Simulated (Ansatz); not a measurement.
**C2H10BNSi: a ladder of functionals and wavefunction methods**

How much do the methods differ for C2H10BNSi? The plan is to run it at one geometry with functionals of several rungs and with coupled cluster. The yardstick is the atomisation energy at the CCSD(T) limit.

Computed with Ansatz 0.2.0, Gaussian basis. Level: functionals in def2-TZVPP, the program's frozen cores in correlated methods.

Plan: PBE-D4, r2SCAN-D4, PBE0-D4, B3LYP-D4, ωB97X-V, ωB97M-V, B2PLYP; CCSD(T)/def2-TZVPP; MP2/def2-QZVPP; extrapolation to the limit.

### 1 The geometry

An earlier PBE0-D4 in a triple-zeta def2 set relaxation fixed the geometry.

SMILES `CBNC[SiH3]`, 15 atoms, charge 0, spin multiplicity 1.

Atoms are counted from 1 here; the program's logs count them from 0.

Bond lengths: C1–B2 1.568 Å, C1–H6 1.095 Å, C1–H7 1.094 Å, C1–H8 1.095 Å, B2–N3 1.391 Å, B2–H9 1.203 Å, N3–C4 1.451 Å, N3–H10 1.010 Å, C4–Si5 1.890 Å, C4–H11 1.097 Å, C4–H12 1.093 Å, Si5–H13 1.486 Å, Si5–H14 1.489 Å, Si5–H15 1.489 Å. Angles: B2–C1–H6 110.4°, B2–C1–H7 114.3°, B2–C1–H8 110.5°, H6–C1–H7 107.8°, H6–C1–H8 105.5°, H7–C1–H8 107.9°, C1–B2–N3 121.7°, C1–B2–H9 121.4°, N3–B2–H9 116.8°, B2–N3–C4 127.1°, B2–N3–H10 119.0°, C4–N3–H10 113.9°, N3–C4–Si5 112.0°, N3–C4–H11 111.1°, N3–C4–H12 108.3°, Si5–C4–H11 109.9°, Si5–C4–H12 108.9°, H11–C4–H12 106.4° and more.

### 2 PBE-D4 (GGA)

Input file in.yaml:

```yaml
crystal:
  periodic: [false, false, false]
  atoms:
    - {symbol: C, position_ang: [-1.856029, -1.896265, -0.310440]}
    - {symbol: B, position_ang: [-0.731826, -0.904602, -0.771668]}
    - {symbol: N, position_ang: [0.249818, -0.452217, 0.104239]}
    - {symbol: C, position_ang: [1.316552, 0.486527, -0.187065]}
    - {symbol: Si, position_ang: [1.124001, 2.099972, 0.777941]}
    - {symbol: H, position_ang: [-2.845274, -1.455627, -0.475590]}
    - {symbol: H, position_ang: [-1.791742, -2.190797, 0.741236]}
    - {symbol: H, position_ang: [-1.835912, -2.808065, -0.916997]}
    - {symbol: H, position_ang: [-0.677972, -0.499457, -1.903394]}
    - {symbol: H, position_ang: [0.228158, -0.761473, 1.065345]}
    - {symbol: H, position_ang: [2.299237, 0.044461, 0.018152]}
    - {symbol: H, position_ang: [1.294673, 0.708466, -1.257011]}
    - {symbol: H, position_ang: [-0.121448, 2.795446, 0.361877]}
    - {symbol: H, position_ang: [1.032971, 1.789859, 2.231916]}
    - {symbol: H, position_ang: [2.293093, 2.992973, 0.550658]}
basis:
  gaussian: {orbitals: def2-TZVPP}
hamiltonian: {xc: pbe, dispersion: d4}
output: {forces: true, orbitals: {seedname: orbitals}}
```

On the command line:

```
> ansatz run in.yaml --threads 4 --pin off --events-out ev --progress --plain --max-ram 10444MiB
```

The runs that follow: r2SCAN-D4 (meta-GGA); PBE0-D4 (hybrid); B3LYP-D4 (hybrid); ωB97X-V (range-separated); ωB97M-V (range-separated); B2PLYP (double hybrid); CCSD(T) in def2-TZVPP; MP2 in def2-QZVPP.

**Question.** What will the summary of the whole plan be? Wanted: atomisation energy, CCSD(T)/CBS; farthest; mean size of error, hybrid; mean size of error, range-separated; gap, smallest and largest; T1 diagnostic; triples share of the correlation energy.

The runs gave:

```
                               quantity                                 value
        atomisation energy, CCSD(T)/CBS                         5436.7 kJ/mol
 functionals within 27.2 kJ/mol (0.5 %)                    r2SCAN-D4, PBE0-D4
                               farthest                 PBE-D4 (+74.2 kJ/mol)
             mean size of error, hybrid                           27.2 kJ/mol
    mean size of error, range-separated                           33.1 kJ/mol
              gap, smallest and largest  5.68 eV (PBE-D4), 12.05 eV (ωB97X-V)
                          T1 diagnostic                                0.0120
triples share of the correlation energy                                 3.7 %
```

PBE-D4 is off by +74.2 kJ/mol. Double hybrids carry the basis error of their MP2 part in triple zeta, and no dispersion term here, so their miss is partly the set-up's. Misses under about 27.2 kJ/mol are within the doubt on the reference itself, which lacks core-valence correlation, relativity and higher excitations. Hartree-Fock recovers 76 % of the binding; the rest is correlation. The gap grows from 5.7 to 12.1 eV across the functionals, mostly with the share of exact exchange.
